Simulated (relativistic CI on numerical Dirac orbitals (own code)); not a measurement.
# Hg LIV (Hg⁵³⁺): levels and lines

Aim: the low levels of Hg⁵³⁺, their labels and the strongest lines; further runs change one setting each.

The numbers are computed with relativistic CI on numerical Dirac orbitals (own code) version 3 (Dirac-Coulomb-Breit CI, KLI orbitals optimised for each configuration, model QED (radiative potential, 1s self-energy scaled to tabulated hydrogen-like ionisation energies)), except any that are marked as measured or tabulated.

## 1. Starting point

```
ion                       : Hg⁵³⁺ (Hg LIV)
nuclear charge            : 80
electrons                 : 27
isotope                   : A = 202
first configuration typed : [Ar] 3d9
```

The outer shells:

first configuration typed
```
[Ar] core
3d [↑↓][↑↓][↑↓][↑↓][↑ ]
```

## 2. The main run

Settings of the run:

```ini
atom Hg  Z=80  charge=53  electrons=27
nucleus A=202  rms_radius_fm=5.4648
hamiltonian dirac-coulomb  breit=on  qed=on  c_scale=1
orbitals kli  potential=per-configuration
slater_scale 1
correlation none
mixing on
configurations
  [Ar] 3d9
  [Ne] 3s2 3p5 3d10
  [Ne] 3s 3p6 3d10
  [Ar] 3d8 4s
  [Ar] 3d8 4p
  [Ne] 3s2 3p4 3d10 4s
  [Ar] 3d8 4d
  [Ne] 3s2 3p4 3d10 4p
  [Ne] 3s2 3p5 3d9 4s
  [Ar] 3d8 4f
  [Ne] 3s2 3p4 3d10 4d
  [Ne] 3s2 3p5 3d9 4p
  [Ne] 3s 3p5 3d10 4s
  [Ne] 3s 3p5 3d10 4p
  [Ar] 3d7 4s2
  [Ne] 3s2 3p5 3d9 4d
end
```

The program writes no log. Results of the run, from its result record (rounded, main fields):

```text
{
  "status": "converged",
  "levels [i, E_cm, J2, conf, term, w_term, jj, w_jj, g, tau_s]": [
    [0, 0, 5, "3s2 3p6 3d9", "2D", 0.9999, "3d5/2^5", 0.9999, 1.187, "-"],
    [1, 785431.8, 3, "3s2 3p6 3d9", "2D", 0.9999, "3d3/2^3 3d5/2^6", 0.9999, 0.7854, 1.294e-07],
    [2, 4225143.6, 3, "3s2 3p5 3d10", "2P*", 0.9995, "3p3/2^3", 0.9995, 1.32, 4.36e-13],
    [3, 7904116.2, 1, "3s2 3p5 3d10", "2P*", 0.9992, "3p1/2 3p3/2^4", 0.9992, 0.6461, 9.317e-14],
    [4, 10101217, 1, "3s 3p6 3d10", "2S", 0.9998, "3s", 0.9998, 1.982, 1.127e-13],
    [5, 15875908, 9, "3s2 3p6 3d8 4s", "4F", 0.8594, "3d5/2^4 4s", 0.9928, 1.29, 6.459e-10],
    [6, 15903645, 7, "3s2 3p6 3d8 4s", "2F", 0.6196, "3d5/2^4 4s", 0.9941, 1.113, 4.655e-11],
    [7, 15964754, 5, "3s2 3p6 3d8 4s", "2D", 0.4809, "3d5/2^4 4s", 0.998, 1.341, 1.236e-10],
    [8, 15978362, 3, "3s2 3p6 3d8 4s", "2D", 0.4973, "3d5/2^4 4s", 0.9963, 0.9981, 4.619e-11],
    [9, 16149353, 1, "3s2 3p6 3d8 4s", "2S", 0.5115, "3d5/2^4 4s", 0.9892, 2.021, 2.951e-11],
    [10, 16654485, 7, "3s2 3p6 3d8 4s", "4F", 0.7456, "3d3/2^3 3d5/2^5 4s", 0.9987, 1.201, 1.201e-10],
    [11, 16661689, 5, "3s2 3p6 3d8 4s", "4F", 0.6363, "3d3/2^3 3d5/2^5 4s", 0.9984, 0.9605, 8.792e-11],
    [12, 16741102, 5, "3s2 3p6 3d8 4s", "4P", 0.4927, "3d3/2^3 3d5/2^5 4s", 0.9963, 1.291, 9.827e-11],
    [13, 16747959, 3, "3s2 3p6 3d8 4s", "4P", 0.3029, "3d3/2^3 3d5/2^5 4s", 0.9926, 1.095, 8.687e-11],
    [14, 16764156, 7, "3s2 3p6 3d8 4p", "4D*", 0.4726, "3d5/2^4 4p1/2", 0.9917, 1.267, 1.25e-11],
    [15, 16778266, 9, "3s2 3p6 3d8 4p", "2G*", 0.4119, "3d5/2^4 4p1/2", 0.9935, 1.14, 1.918e-11],
    [16, 16787161, 9, "3s2 3p6 3d8 4s", "2G", 0.8594, "3d3/2^3 3d5/2^5 4s", 0.9928, 1.129, 1.009e-10],
    [17, 16788355, 3, "3s2 3p6 3d8 4s", "4P", 0.6107, "3d3/2^3 3d5/2^5 4s", 0.9973, 1.535, 7.861e-11],
    [18, 16793326, 7, "3s2 3p6 3d8 4s", "2G", 0.8475, "3d3/2^3 3d5/2^5 4s", 0.9947, 0.9153, 7.343e-11],
    [19, 16806476, 1, "3s2 3p6 3d8 4s", "2P", 0.6689, "3d3/2^3 3d5/2^5 4s", 0.9981, 1.314, 4.063e-11],
    [20, 16849314, 3, "3s2 3p6 3d8 4p", "2D*", 0.3022, "3d5/2^4 4p1/2", 0.9959, 1.267, 1.819e-11],
    [21, 16856626, 5, "3s2 3p6 3d8 4p", "2F*", 0.396, "3d5/2^4 4p1/2", 0.9965, 1.072, 1.918e-11],
    [22, 17032020, 1, "3s2 3p6 3d8 4p", "2P*", 0.6256, "3d5/2^4 4p1/2", 0.9872, 0.6592, 9.5e-12],
    [23, 17486109, 3, "3s2 3p6 3d8 4s", "4F", 0.6026, "3d3/2^2 3d5/2^6 4s", 0.9934, 0.5835, 1.532e-10],
    [24, 17497416, 5, "3s2 3p6 3d8 4s", "2F", 0.3618, "3d3/2^2 3d5/2^6 4s", 0.996, 1.042, 6.38e-11],
    "... 175 more rows left out ..."
  ],
  "lines, the strongest and those to the lowest levels [upper, lower, type, S_au, A_per_s, branching]": [
    [6, 0, "E2", 0.001506, 2.145e+10, 0.9983],
    [7, 0, "E2", 0.0003381, 6.546e+09, 0.8089],
    [8, 0, "E2", 0.0005658, 1.65e+10, 0.7622],
    [10, 0, "E2", 0.0004345, 7.794e+09, 0.9359],
    [11, 1, "E2", 0.000497, 9.357e+09, 0.8227],
    [12, 0, "E2", 0.0002739, 6.722e+09, 0.6606],
    [13, 1, "E2", 0.000251, 7.284e+09, 0.6327],
    [16, 0, "E2", 0.0006635, 9.907e+09, 0.9997],
    [17, 0, "E2", 0.0001959, 7.316e+09, 0.5751],
    [18, 1, "E2", 0.0008614, 1.268e+10, 0.9308],
    [19, 1, "E2", 0.0002201, 1.301e+10, 0.5285],
    [23, 1, "E2", 0.0001541, 5.605e+09, 0.8585],
    [24, 1, "E2", 0.0006332, 1.541e+10, 0.983],
    [33, 1, "E2", 0.0001547, 1.203e+10, 0.4362],
    [70, 0, "E2", 0.0002533, 2.072e+10, 0.02536],
    [78, 0, "E2", 0.001165, 3.859e+10, 0.09007],
    [79, 0, "E2", 0.0004887, 2.712e+10, 0.05982],
    [80, 0, "E2", 0.0005541, 2.322e+10, 0.05736],
    [82, 0, "E2", 0.0001408, 2.382e+10, 0.05813],
    [83, 0, "E2", 0.0006379, 5.413e+10, 0.1032],
    [87, 0, "E2", 0.0001704, 1.003e+10, 0.02282],
    [106, 0, "E2", 0.0006323, 3.06e+10, 0.02237],
    [109, 0, "E2", 5.922e-05, 1.177e+10, 0.02738],
    [112, 1, "E2", 0.000223, 9.14e+09, 0.02327],
    [114, 1, "E2", 0.0002842, 2.341e+10, 0.05623],
    [116, 1, "E2", 0.0003109, 1.295e+10, 0.03253],
    [120, 1, "E2", 0.0002286, 3.856e+10, 0.08272],
    [121, 1, "E2", 0.0007338, 4.146e+10, 0.09198],
    [123, 1, "E2", 0.000286, 2.434e+10, 0.05648],
    [125, 1, "E2", 0.0006999, 2.984e+10, 0.06919],
    [131, 0, "E2", 0.001352, 5.945e+10, 0.05772],
    [163, 0, "E2", 0.0002592, 6.154e+10, 0.02205],
    [166, 1, "E2", 0.0005949, 5.903e+10, 0.04015],
    [173, 1, "E2", 0.0002209, 1.114e+10, 0.02807],
    [175, 1, "E2", 0.0001329, 2.686e+10, 0.0596],
    [190, 1, "E2", 0.0009923, 5.721e+10, 0.02278]
  ],
  "n_levels_all": 499,
  "total_energy [Ha]": -17353.06299,
  "configurations [conf, odd, states, E_av_cm, breit_Ha, qed_Ha, corr_Ha]": [
    ["3s2 3p6 3d9", 0, 10, 315851, 21.14, 15.4, "-"],
    ["3s2 3p5 3d10", 1, 6, 5.4617e+06, 20.98, 15.37, "-"],
    ["3s 3p6 3d10", 0, 2, 1.01035e+07, 21.04, 15.18, "-"],
    ["3s2 3p6 3d8 4s", 0, 90, 1.65836e+07, 21.06, 15.48, "-"],
    ["3s2 3p6 3d8 4p", 1, 270, 1.8336e+07, 21.08, 15.42, "-"],
    ["3s2 3p4 3d10 4s", 0, 30, 2.67837e+07, 20.74, 15.42, "-"],
    ["3s2 3p6 3d8 4d", 0, 450, 2.02564e+07, 21.01, 15.4, "-"],
    ["3s2 3p4 3d10 4p", 1, 90, 2.85412e+07, 20.76, 15.35, "-"],
    ["3s2 3p5 3d9 4s", 1, 120, 2.16472e+07, 20.89, 15.45, "-"],
    ["3s2 3p6 3d8 4f", 1, 630, 2.17866e+07, 20.98, 15.4, "-"],
    ["3s2 3p4 3d10 4d", 0, 150, 3.04484e+07, 20.7, 15.34, "-"],
    ["3s2 3p5 3d9 4p", 0, 360, 2.34022e+07, 20.91, 15.38, "-"],
    ["3s 3p5 3d10 4s", 1, 24, 3.1364e+07, 20.79, 15.23, "-"],
    ["3s 3p5 3d10 4p", 0, 72, 3.3101e+07, 20.81, 15.16, "-"],
    "... 2 more rows left out ..."
  ],
  "radial 3s2 3p6 3d9 [Ha, bohr]": {"<r^-3>(3d)": 849.66, "<r^1>(3d)": 0.15837, "<r^2>(3d)": 0.029131, "<r^4>(3d)": 0.001438, "zeta(3d)": 1.4274},
  "radial 3s2 3p5 3d10 [Ha, bohr]": {"<r^-3>(3p)": 5378.0, "<r^1>(3p)": 0.17534, "<r^2>(3p)": 0.035703, "<r^4>(3p)": 0.0019739, "zeta(3p)": 11.173},
  "ionisation_energy [eV]": 5190.79
}
```

Run time: 1.1 s. Hardware: 1 thread, shared host.

Lowest levels:

```
                                 level  energy (eV)  LS purity (%)  jj purity (%)  radiative lifetime (s)
                             3d9 2D5/2         0.00            100            100                       -
                             3d9 2D3/2        97.38            100            100                 1.3e-07
                       3p5 3d10 2P°3/2       523.85            100            100                 4.4e-13
                       3p5 3d10 2P°1/2       979.99            100            100                 9.3e-14
                     3s 3p6 3d10 2S1/2      1252.39            100            100                 1.1e-13
                          3d8 4s 4F9/2      1968.36             86             99                 6.5e-10
             3d8 4s [3d5/2^4 4s] J=7/2      1971.80             62             99                 4.7e-11
             3d8 4s [3d5/2^4 4s] J=5/2      1979.38             48            100                 1.2e-10
             3d8 4s [3d5/2^4 4s] J=3/2      1981.06             50            100                 4.6e-11
             3d8 4s [3d5/2^4 4s] J=1/2      2002.26             51             99                   3e-11
     3d8 4s [3d3/2^3 3d5/2^5 4s] J=7/2      2064.89             75            100                 1.2e-10
     3d8 4s [3d3/2^3 3d5/2^5 4s] J=5/2      2065.79             64            100                 8.8e-11
3d8 4s [3d3/2^3 3d5/2^5 4s] J=5/2 (ii)      2075.63             49            100                 9.8e-11
     3d8 4s [3d3/2^3 3d5/2^5 4s] J=3/2      2076.48             30             99                 8.7e-11
```

Where the configurations lie:

```
configuration  levels among the lowest 60  parity  lowest (eV)  highest (eV)
          3d9                           2    even         0.00         97.38
     3p5 3d10                           2     odd       523.85        979.99
  3s 3p6 3d10                           1    even      1252.39       1252.39
       3d8 4s                          16    even      1968.36       2195.91
       3d8 4p                          39     odd      2078.49       2355.83
```

Strongest E1 lines among the lowest 200 of 499 levels, by gA:

```
                                              upper      lower  wavelength (nm)   A (1/s)
                 3d8 4f [3d5/2^4 4f7/2] J=7/2° (ii)  3d9 2D5/2           0.4688  1.85e+14
                          3d8 4f 2F°5/2 + 2D° (iii)  3d9 2D5/2           0.4686  1.15e+14
                3d8 4f [3d5/2^4 4f5/2] J=5/2° (iii)  3d9 2D5/2           0.4695  9.86e+13
                      3d8 4f [3d5/2^4 4f7/2] J=3/2°  3d9 2D5/2           0.4712  1.34e+14
                3d8 4f [3d5/2^4 4f7/2] J=7/2° (iii)  3d9 2D5/2           0.4670  5.24e+13
             3p5 3d9 4s [3p3/2^3 3d5/2^5 4s] J=7/2°  3d9 2D5/2           0.5008  2.93e+13
3p5 3d9 4s [3p3/2^3 3d3/2^3 3d5/2^6 4s] J=5/2° (ii)  3d9 2D3/2           0.4959  3.16e+13
        3p5 3d9 4s [3p3/2^3 3d5/2^5 4s] J=5/2° (ii)  3d9 2D5/2           0.4950  2.23e+13
                                 3d8 4p 2F°5/2 (ii)  3d9 2D3/2           0.5502  1.56e+13
         3d8 4p [3d3/2^3 3d5/2^5 4p1/2] J=7/2° (ii)  3d9 2D5/2           0.5653  1.12e+13
```

## 3. Correlation estimate p86

The settings differ from step 2 so:

```diff
@@ -5,3 +5,3 @@
 slater_scale 1
-correlation none
+correlation p86
 mixing on
```

Result record:

```text
{
  "status": "converged",
  "levels [i, E_cm, J2, conf, term, w_term, w_jj]": [
    [0, 0, 5, "3s2 3p6 3d9", "2D", 0.9999, 0.9999],
    [1, 785431.57, 3, "3s2 3p6 3d9", "2D", 0.9999, 0.9999],
    [2, 4227580.5, 3, "3s2 3p5 3d10", "2P*", 0.9995, 0.9995],
    [3, 7906557.5, 1, "3s2 3p5 3d10", "2P*", 0.9992, 0.9992],
    [4, 10105011, 1, "3s 3p6 3d10", "2S", 0.9998, 0.9998],
    [5, 15890521, 9, "3s2 3p6 3d8 4s", "4F", 0.8594, 0.9928],
    [6, 15918258, 7, "3s2 3p6 3d8 4s", "2F", 0.6196, 0.9941],
    [7, 15979369, 5, "3s2 3p6 3d8 4s", "2D", 0.4809, 0.998],
    [8, 15992977, 3, "3s2 3p6 3d8 4s", "2D", 0.4973, 0.9963],
    [9, 16163973, 1, "3s2 3p6 3d8 4s", "2S", 0.5115, 0.9892],
    [10, 16669097, 7, "3s2 3p6 3d8 4s", "4F", 0.7456, 0.9987],
    [11, 16676302, 5, "3s2 3p6 3d8 4s", "4F", 0.6363, 0.9984],
    [12, 16755715, 5, "3s2 3p6 3d8 4s", "4P", 0.4927, 0.9963],
    [13, 16762573, 3, "3s2 3p6 3d8 4s", "4P", 0.3029, 0.9926],
    [14, 16779447, 7, "3s2 3p6 3d8 4p", "4D*", 0.4726, 0.9917],
    [15, 16793556, 9, "3s2 3p6 3d8 4p", "2G*", 0.4119, 0.9935],
    "... 184 more rows left out ..."
  ],
  "n_levels_all": 499,
  "total_energy [Ha]": -17355.288243,
  "configurations [conf, odd, states, E_av_cm, breit_Ha, qed_Ha, corr_Ha]": [
    ["3s2 3p6 3d9", 0, 10, 315850, 21.14, 15.4, -2.225],
    ["3s2 3p5 3d10", 1, 6, 5.46413e+06, 20.98, 15.37, -2.214],
    ["3s 3p6 3d10", 0, 2, 1.01073e+07, 21.04, 15.18, -2.208],
    ["3s2 3p6 3d8 4s", 0, 90, 1.65982e+07, 21.06, 15.48, -2.159],
    ["3s2 3p6 3d8 4p", 1, 270, 1.83513e+07, 21.08, 15.42, -2.156],
    ["3s2 3p4 3d10 4s", 0, 30, 2.68031e+07, 20.74, 15.42, -2.137],
    ["3s2 3p6 3d8 4d", 0, 450, 2.02723e+07, 21.01, 15.4, -2.153],
    ["3s2 3p4 3d10 4p", 1, 90, 2.85613e+07, 20.76, 15.35, -2.134],
    ["3s2 3p5 3d9 4s", 1, 120, 2.16644e+07, 20.89, 15.45, -2.147],
    ["3s2 3p6 3d8 4f", 1, 630, 2.18051e+07, 20.98, 15.4, -2.141],
    ["3s2 3p4 3d10 4d", 0, 150, 3.04689e+07, 20.7, 15.34, -2.132],
    ["3s2 3p5 3d9 4p", 0, 360, 2.34201e+07, 20.91, 15.38, -2.144],
    ["3s 3p5 3d10 4s", 1, 24, 3.13848e+07, 20.79, 15.23, -2.131],
    ["3s 3p5 3d10 4p", 0, 72, 3.31223e+07, 20.81, 15.16, -2.128],
    "... 2 more rows left out ..."
  ],
  "ionisation_energy [eV]": 5193.04
}
```

Wall time 1.1 s (1 thread, shared host).

Shifts of the excitation energies against the main run, counted from its lowest level (eV):

```
                                 level  main run  shift
                             3d9 2D3/2     97.38  -0.00
                       3p5 3d10 2P°3/2    523.85  +0.30
                       3p5 3d10 2P°1/2    979.99  +0.30
                     3s 3p6 3d10 2S1/2   1252.39  +0.47
                          3d8 4s 4F9/2   1968.36  +1.81
             3d8 4s [3d5/2^4 4s] J=7/2   1971.80  +1.81
             3d8 4s [3d5/2^4 4s] J=5/2   1979.38  +1.81
             3d8 4s [3d5/2^4 4s] J=3/2   1981.06  +1.81
             3d8 4s [3d5/2^4 4s] J=1/2   2002.26  +1.81
     3d8 4s [3d3/2^3 3d5/2^5 4s] J=7/2   2064.89  +1.81
     3d8 4s [3d3/2^3 3d5/2^5 4s] J=5/2   2065.79  +1.81
3d8 4s [3d3/2^3 3d5/2^5 4s] J=5/2 (ii)   2075.63  +1.81
```

## 4. Without the Breit term

The settings differ from step 3 so:

```diff
@@ -2,6 +2,6 @@
 nucleus A=202  rms_radius_fm=5.4648
-hamiltonian dirac-coulomb  breit=on  qed=on  c_scale=1
+hamiltonian dirac-coulomb  breit=off  qed=on  c_scale=1
 orbitals kli  potential=per-configuration
 slater_scale 1
-correlation p86
+correlation none
 mixing on
```

Result record:

```text
{
  "status": "converged",
  "levels [i, E_cm, J2, conf, term, w_term, w_jj]": [
    [0, 0, 5, "3s2 3p6 3d9", "2D", 1, 1],
    [1, 800538.5, 3, "3s2 3p6 3d9", "2D", 1, 1],
    [2, 4253179.5, 3, "3s2 3p5 3d10", "2P*", 0.9995, 0.9995],
    [3, 7970287.1, 1, "3s2 3p5 3d10", "2P*", 0.9992, 0.9992],
    [4, 10128428, 1, "3s 3p6 3d10", "2S", 0.9999, 0.9999],
    [5, 15888482, 9, "3s2 3p6 3d8 4s", "4F", 0.8574, 0.9933],
    [6, 15914989, 7, "3s2 3p6 3d8 4s", "2F", 0.6185, 0.9945],
    [7, 15969462, 5, "3s2 3p6 3d8 4s", "2D", 0.4819, 0.998],
    [8, 15982387, 3, "3s2 3p6 3d8 4s", "2D", 0.4979, 0.9963],
    [9, 16145375, 1, "3s2 3p6 3d8 4s", "2S", 0.5156, 0.99],
    [10, 16680118, 7, "3s2 3p6 3d8 4s", "4F", 0.746, 0.9987],
    [11, 16686076, 5, "3s2 3p6 3d8 4s", "4F", 0.6375, 0.9984],
    [12, 16761188, 7, "3s2 3p6 3d8 4p", "4D*", 0.4713, 0.9922],
    [13, 16765032, 5, "3s2 3p6 3d8 4s", "4P", 0.493, 0.9964],
    [14, 16770162, 3, "3s2 3p6 3d8 4s", "4P", 0.3626, 0.9931],
    [15, 16778748, 9, "3s2 3p6 3d8 4p", "2G*", 0.4117, 0.994],
    "... 184 more rows left out ..."
  ],
  "n_levels_all": 499,
  "total_energy [Ha]": -17374.221034,
  "configurations [conf, odd, states, E_av_cm, breit_Ha, qed_Ha, corr_Ha]": [
    ["3s2 3p6 3d9", 0, 10, 320890, 21.14, 15.4, "-"],
    ["3s2 3p5 3d10", 1, 6, 5.50141e+06, 20.98, 15.37, "-"],
    ["3s 3p6 3d10", 0, 2, 1.01302e+07, 21.04, 15.18, "-"],
    ["3s2 3p6 3d8 4s", 0, 90, 1.66054e+07, 21.06, 15.48, "-"],
    ["3s2 3p6 3d8 4p", 1, 270, 1.8354e+07, 21.08, 15.42, "-"],
    ["3s2 3p4 3d10 4s", 0, 30, 2.6876e+07, 20.74, 15.42, "-"],
    ["3s2 3p6 3d8 4d", 0, 450, 2.02881e+07, 21.01, 15.4, "-"],
    ["3s2 3p4 3d10 4p", 1, 90, 2.86295e+07, 20.76, 15.35, "-"],
    ["3s2 3p5 3d9 4s", 1, 120, 2.17051e+07, 20.89, 15.45, "-"],
    ["3s2 3p6 3d8 4f", 1, 630, 2.18267e+07, 20.98, 15.4, "-"],
    ["3s2 3p4 3d10 4d", 0, 150, 3.055e+07, 20.7, 15.34, "-"],
    ["3s2 3p5 3d9 4p", 0, 360, 2.34562e+07, 20.91, 15.38, "-"],
    ["3s 3p5 3d10 4s", 1, 24, 3.14438e+07, 20.79, 15.23, "-"],
    ["3s 3p5 3d10 4p", 0, 72, 3.31766e+07, 20.81, 15.16, "-"],
    "... 2 more rows left out ..."
  ],
  "ionisation_energy [eV]": 5195.15
}
```

Run time: 0.82 s. Hardware: 1 thread, shared host.

How the levels moved (eV, from the main run's lowest level):

```
                                 level  main run  shift
                             3d9 2D3/2     97.38  +1.87
                       3p5 3d10 2P°3/2    523.85  +3.48
                       3p5 3d10 2P°1/2    979.99  +8.20
                     3s 3p6 3d10 2S1/2   1252.39  +3.37
                          3d8 4s 4F9/2   1968.36  +1.56
             3d8 4s [3d5/2^4 4s] J=7/2   1971.80  +1.41
             3d8 4s [3d5/2^4 4s] J=5/2   1979.38  +0.58
             3d8 4s [3d5/2^4 4s] J=3/2   1981.06  +0.50
             3d8 4s [3d5/2^4 4s] J=1/2   2002.26  -0.49
     3d8 4s [3d3/2^3 3d5/2^5 4s] J=7/2   2064.89  +3.18
     3d8 4s [3d3/2^3 3d5/2^5 4s] J=5/2   2065.79  +3.02
3d8 4s [3d3/2^3 3d5/2^5 4s] J=5/2 (ii)   2075.63  +2.97
```

## 5. The first configuration alone

Settings of the run:

```ini
atom Hg  Z=80  charge=53  electrons=27
nucleus A=202  rms_radius_fm=5.4648
hamiltonian dirac-coulomb  breit=on  qed=on  c_scale=1
orbitals kli  potential=per-configuration
slater_scale 1
correlation none
mixing on
configurations
  [Ar] 3d9
end
```

Result record:

```text
{
  "status": "converged",
  "levels [i, E_cm, J2, conf, term, w_term, w_jj]": [
    [0, 0, 5, "3d9", "2D", 1, 1],
    [1, 785136.56, 3, "3d9", "2D", 1, 1]
  ],
  "n_levels_all": 2,
  "total_energy [Ha]": -17353.054804,
  "configurations [conf, odd, states, E_av_cm, breit_Ha, qed_Ha, corr_Ha]": [
    ["3d9", 0, 10, 314055, 21.14, 15.4, "-"]
  ]
}
```

Run time: 0.079 s. Hardware: 1 thread, shared host.

How the levels moved (cm⁻¹, from the main run's lowest level): (levels that can't be paired are left out)

```
    level  main run   shift
3d9 2D3/2    785432  -295.2
```

## 6. The runs side by side

| run | time | mean size of shift, levels followed (cm⁻¹) | lowest level | ionisation energy (eV) |
| --- | --- | --- | --- | --- |
| main run | 1.1 s | 0 | 3d9 2D5/2 | 5190.8 |
| correlation estimate p86 | 1.1 s | 10465 | 3d9 2D5/2 | 5193.0 |
| without the Breit term | 0.82 s | 20592 | 3d9 2D5/2 | 5195.1 |
| the first configuration alone | 0.079 s | 295 | 3d9 2D5/2 | - |

The tabulated theoretical ionisation energy (NIST) is 5191 eV.

## 7. What came out

| quantity | value |
| --- | --- |
| lowest level | 3d9 2D5/2 |
| first excitation | 3d9 2D3/2, 785432 cm⁻¹ |
| lowest level of the other parity | 3p5 3d10 2P°3/2, 523.85 eV |
| levels in the model | 499 |
| fastest E1 line (by rate) to the lowest level among the lowest 200 of 499 levels | 0.4688 nm, from 3d8 4f [3d5/2^4 4f7/2] J=7/2° (ii) |
| ionisation energy | 5190.8 eV |
| ionisation energy, tabulated theoretical (NIST) | 5191 eV |

In words: The lowest level is 3d9 2D5/2, 100 % pure in LS and 100 % in jj coupling; over the low levels the means are 71 and 100 %, so jj coupling describes them better. The ionisation energy agrees with the tabulated theoretical value within its uncertainty of 5 eV. Of the changes tried, the run «without the Breit term» moves the low levels most, by 20592 cm⁻¹ on average. Lifetimes count radiative decay inside the model alone.
